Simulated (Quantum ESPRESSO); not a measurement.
Wanted: the native input for a Quantum ESPRESSO 7.5 run.

```
Task                : single point
Functional          : PBE
Potentials or basis : SSSP 1.3 efficiency PBE
Cutoff              : 748 eV
Density cutoff      : 5987 eV
k mesh              : 6 × 6 × 6
Occupations         : fermi-dirac, width 0.05 eV
Spin                : no spin polarisation
Mixing beta         : 0.5
Most SCF iterations : 120
SCF threshold       : 1e-09 Ry
```

Crystal: Ti3S2.

```xyz
5
Lattice="2.7131 1.5664 3.2376 -2.7131 1.5664 3.2376 0.0000 -3.1328 3.2376" Properties=species:S:1:pos:R:3 pbc="T T T"
Ti   -0.8233    1.5400    3.5491
Ti    1.8709   -0.0374    3.5491
Ti   -0.8422   -1.5820    3.5491
S    -0.1027    0.0397    7.6154
S    -0.1027    0.0397    1.1630
```

The cell comes from a database or a generator and needn't be the stable form of this composition.

These files were run (other wordings do the same):

pw.in

```
&CONTROL
  calculation = 'scf'
  prefix = 'pwscf'
  outdir = './tmp'
  pseudo_dir = './pseudo'
  tprnfor = .true.
  tstress = .true.
  disk_io = 'low'
/
&SYSTEM
  ibrav = 0
  nat = 5
  ntyp = 2
  ecutwfc = 55
  ecutrho = 440
  nbnd = 33
  occupations = 'smearing'
  smearing = 'fd'
  degauss = 0.00367493
/
&ELECTRONS
  conv_thr = 1d-09
  electron_maxstep = 120
  mixing_beta = 0.5
/
ATOMIC_SPECIES
Ti    47.8670 ti_pbe_v1.4.uspp.F.UPF
S     32.0600 s_pbe_v1.4.uspp.F.UPF
CELL_PARAMETERS angstrom
   2.7131139200    1.5664170500    3.2376184000
  -2.7131139200    1.5664170500    3.2376184000
   0.0000000000   -3.1328341100    3.2376184000
ATOMIC_POSITIONS crystal
Ti     0.3775216700    0.6809847200    0.0376980200
Ti     0.7062116700    0.0166397200    0.3733530200
Ti     0.0418666700    0.3522947200    0.7020430200
S      0.7693609900    0.8072014200    0.7756139700
S      0.1050389900    0.1428794200    0.1112919700
K_POINTS automatic
6 6 6 0 0 0
```

pp_density.in

```
&INPUTPP
  prefix = 'pwscf'
  outdir = './tmp'
  filplot = 'density.dat'
  plot_num = 0
/
&PLOT
  nfile = 1
  filepp(1) = 'density.dat'
  iflag = 3
  output_format = 6
  fileout = 'density.cube'
/
```

pp_potential.in

```
&INPUTPP
  prefix = 'pwscf'
  outdir = './tmp'
  filplot = 'potential.dat'
  plot_num = 11
/
&PLOT
  nfile = 1
  filepp(1) = 'potential.dat'
  iflag = 3
  output_format = 6
  fileout = 'potential.cube'
/
```

Potentials or basis: SSSP 1.3 efficiency PBE.

Command:

```bash
$ OMP_NUM_THREADS=1 pw.x -in pw.in > pw.out
$ OMP_NUM_THREADS=1 pp.x -in pp_density.in > pp_density.out
$ OMP_NUM_THREADS=1 pp.x -in pp_potential.in > pp_potential.out
```

Results of the run:

| Property | Result |
| --- | --- |
| Pressure | 45.5 GPa |
| Largest force | 11.917 eV/Å |
| Band gap on the k mesh | none (metal or under the smearing width) |

Caveat: a pressure of tens of GPa on the cell as given is suspect, and the run, the potentials or the cell itself is likely at fault; forces of over 1 eV/Å show positions far from the minimum, so gaps and moduli don't describe the material at rest.

Wall time 3.8 min on 1 thread of AMD EPYC 9R14 (Zen 4), with other jobs on the host, peak memory 0.55 GiB.
